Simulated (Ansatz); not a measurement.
# Si2As2O: the cost of one run

Computed with Ansatz 0.2.0 (DFT PBE, scalar-relativistic, plane waves, PAW, unless a step's input says otherwise).

## (1) Starting point

Symmetry: P4/nmm, No. 129, tetragonal system. The conventional cell has a = 4.325 Å, b = 4.325 Å, c = 9.774 Å, α = 90.00°, β = 90.00°, γ = 90.00°. Si (site symmetry -4m2) is surrounded by 4 As at 2.48 Å. Around Si (site symmetry 4mm) lie 5 As at 2.41 to 2.50 Å. As (site symmetry -4m2) has 4 Si at 2.50 Å in its first shell of neighbours. Around As (site symmetry 4mm) lie 5 Si at 2.41 to 2.48 Å. O (site symmetry 4mm) is surrounded by 8 Si at 3.15 to 3.34 Å and 9 As at 3.24 to 3.51 Å.

Coordinates:

```cif
data_structure
_symmetry_space_group_name_H-M 'P 1'
_symmetry_Int_Tables_number 1
_cell_length_a 4.3251
_cell_length_b 4.3251
_cell_length_c 9.7738
_cell_angle_alpha 90.000
_cell_angle_beta 90.000
_cell_angle_gamma 90.000
_cell_volume 182.83
loop_
_atom_site_label
_atom_site_type_symbol
_atom_site_fract_x
_atom_site_fract_y
_atom_site_fract_z
_atom_site_occupancy
Si1 Si 0.00000 0.00000 0.00000 1
Si2 Si 0.50000 0.50000 0.00000 1
Si3 Si 0.00000 0.50000 0.62910 1
Si4 Si 0.50000 0.00000 0.37090 1
As1 As 0.00000 0.00000 0.50000 1
As2 As 0.50000 0.50000 0.50000 1
As3 As 0.00000 0.50000 0.87566 1
As4 As 0.50000 0.00000 0.12434 1
O1 O 0.00000 0.50000 0.23445 1
O2 O 0.50000 0.00000 0.76555 1
```

A structure generator made this guess: species swapped into a database cell of SrBi2Pd2 (P4/nmm, No. 129), with O on the Sr sites, As on the Bi sites and Si on the Pd sites. Its size is a rough estimate.

## (2) Probe: one point on a coarse mesh

input.yaml reads:

```yaml
crystal:
  lattice:
    - [4.32507422, 0.0, 0.0]
    - [0.0, 4.32507422, 0.0]
    - [0.0, 0.0, 9.77380692]
  atoms:
    - { symbol: Si, position: [0.0, 0.0, 0.0] }
    - { symbol: Si, position: [0.5, 0.5, 0.0] }
    - { symbol: Si, position: [0.0, 0.5, 0.62909919] }
    - { symbol: Si, position: [0.5, 0.0, 0.37090081] }
    - { symbol: As, position: [0.0, 0.0, 0.5] }
    - { symbol: As, position: [0.5, 0.5, 0.5] }
    - { symbol: As, position: [0.0, 0.5, 0.87565827] }
    - { symbol: As, position: [0.5, 0.0, 0.12434173] }
    - { symbol: O, position: [0.0, 0.5, 0.23445204] }
    - { symbol: O, position: [0.5, 0.0, 0.76554796] }
basis:
  ecutwfc: 420
kpoints:
  mp_grid: { grid: [4, 4, 2] }
hamiltonian:
  xc: pbe
scf:
  occupations: { method: gaussian, width: 0.1 }
  lower_state_search: "off"
output:
  forces: true
  stress: true
  eigenvalues: true
```

Run with:

```
> ansatz run input.yaml --threads 1 --pin off --max-ram 2560MiB --backend cpu --events-out ev --progress --plain --runs-dir out
```

What time and memory should one allow on 1 thread of Intel Xeon at 2.50GHz (Skylake/Cascade Lake), shared host?

About 21 s, with a peak of 0.47 GiB.
